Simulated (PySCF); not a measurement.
# C2H6Yb (Yb(CH3)2): the cost of one run

The runs use PySCF 2.14.0; several levels, as the steps say, no spin–orbit coupling.

1 further run of the same task is left out (for a known fault of the program). Runs told in other sessions of the task aren't counted.

## Step 1: Starting geometry

9 atoms, charge 0, spin multiplicity 1.

Bond lengths: Yb1–C2 2.421 Å, Yb1–C6 2.421 Å, C2–H3 1.108 Å, C2–H4 1.108 Å, C2–H5 1.108 Å, C6–H7 1.108 Å, C6–H8 1.108 Å, C6–H9 1.108 Å. Angles: C2–Yb1–C6 114.9°, Yb1–C2–H3 117.6°, Yb1–C2–H4 110.5°, Yb1–C2–H5 110.5°, H3–C2–H4 106.0°, H3–C2–H5 106.0°, H4–C2–H5 105.4°, Yb1–C6–H7 117.6°, Yb1–C6–H8 110.5°, Yb1–C6–H9 110.5°, H7–C6–H8 106.0°, H7–C6–H9 106.0°, H8–C6–H9 105.4°.

Coordinates:

```mol
C2H6Yb
  3D, bonds by distance, orders not assigned

  9  8  0  0  0  0  0  0  0  0999 V2000
    0.0000    0.0000   -0.4676 Yb  0  0
    2.0412   -0.0000    0.8341 C   0  0
    3.0014   -0.0000    0.2822 H   0  0
    2.0741    0.8814    1.5052 H   0  0
    2.0741   -0.8814    1.5052 H   0  0
   -2.0412    0.0000    0.8341 C   0  0
   -3.0014    0.0000    0.2822 H   0  0
   -2.0741   -0.8814    1.5052 H   0  0
   -2.0741    0.8814    1.5052 H   0  0
  1  2  8  0
  1  6  8  0
  2  3  8  0
  2  4  8  0
  2  5  8  0
  6  7  8  0
  6  8  8  0
  6  9  8  0
M  END
```

Formal oxidation states: Yb +2. An earlier session relaxed this geometry at PBE0, Yb def2-SVP with ECP28, C def2-SVP, H def2-SVP (singlet, point group C2v).

At PBE0 on the finer grid: E = -1238.784183 Eh, HOMO -4.88 eV, LUMO -1.55 eV, Mulliken charge on Yb1 +0.90 e, largest force component 0.005 eV/Å. 

Levels to run: HF; B3LYP; PBE0, TZVP. Hardware: 4 threads of Arm Neoverse V1, shared host.

## Step 2: HF

Input file run.py (the lines that set the calculation):

```python
mol = gto.M(atom='''
Yb     0.00000     0.00000    -0.46760
C      2.04121     0.00000     0.83406
H      3.00143     0.00000     0.28218
H      2.07409     0.88141     1.50523
H      2.07409    -0.88141     1.50523
C     -2.04121     0.00000     0.83406
H     -3.00143     0.00000     0.28218
H     -2.07409    -0.88141     1.50523
H     -2.07409     0.88141     1.50523''',
    basis={'Yb': 'def2-SVP', 'C': 'def2-SVP', 'H': 'def2-SVP'},
    ecp={'Yb': 'def2-SVP'},
    charge=0, spin=0)
mf = scf.RHF(mol)
mf = mf.density_fit()  # fitting sets: Yb def2-universal-JKFIT, C def2-universal-JKFIT, H def2-universal-JKFIT
mf.conv_tol = 1e-08; mf.max_cycle = 55
mf.kernel(dm0)  # dm0: the density of the relaxed state
```

Launch:

```bash
$ OMP_NUM_THREADS=4 python run.py
```

**Question.** How long does this run take on 4 threads of Arm Neoverse V1, shared host?

About 3.4 s.
